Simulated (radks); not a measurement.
# Sb in [Kr] 4d10 5s2 5p3: an all-electron calculation

The task here is to estimate one member of a computed series from the others.

Method: non-relativistic Kohn-Sham, LDA (Slater exchange, Perdew-Zunger correlation), spin-polarised, spherical densities, point nucleus; open shells are filled with parallel spins first. Code: radks (a radial shooting solver on a logarithmic mesh, Libxc functionals) version 1.

## The system

| Item | Value |
| --- | --- |
| element | antimony (Z = 51) |
| charge | 0 |
| electrons | 51 |
| configuration | [Kr] 4d10 5s2 5p3 |

The outer shells:

Sb
```
[Kr] core
4d [↑↓][↑↓][↑↓][↑↓][↑↓]
5s [↑↓]
5p [↑ ][↑ ][↑ ]
```

The first run:

Input:

```text
Z 51
configuration [Kr] 4d10 5s2 5p3 6s0 4f0
relativity non-relativistic
functional lda,pz
spin polarised
nucleus point
```

Steps of the session up to this table: Self-consistent calculation.

One of the session's tables, all rows but one given; the rest of the session is left out.

It belongs to the step «Shells». Radial density 4πr²ρ:

| r (bohr) | 4πr²ρ (e/bohr) |
| --- | --- |
| 0.00136 | 1.887 |
| 0.00222 | 4.589 |
| 0.00361 | 10.57 |
| 0.00588 | 22.26 |
| 0.00950 | 40.29 |
| 0.0155 | 58.98 |
| 0.0252 | 63.11 |
| 0.0408 | 56.12 |
| 0.0664 | 72.00 |
| 0.108 | 79.83 |
| 0.176 | ? |
| 0.285 | 67.58 |
| 0.464 | 26.45 |
| 0.756 | 25.14 |
| 1.22 | 11.38 |
| 1.99 | 3.284 |
| 3.24 | 1.286 |
| 5.28 | 0.1418 |

Estimate the missing values for r (bohr) = 0.176.

Worked estimate for «4πr²ρ (e/bohr)». A straight line through the neighbours (0.108, 79.83) and (0.285, 67.58) gives 79.83 + (67.58 − 79.83) × (0.176 − 0.108) / (0.285 − 0.108) = 75.12; a parabola fitted to 4 rows on both sides gives 77.75.

The run gave: 4πr²ρ (e/bohr): 59.56. In «4πr²ρ (e/bohr)» the line misses by +15.56 and the parabola by +18.19. Between these rows the values bend or scatter more than so simple an estimate can follow.

Caveats from the session: Relativity is left out here, which matters for elements this heavy. Open shells are spherical and high-spin; term and fine-structure splittings are not resolved.
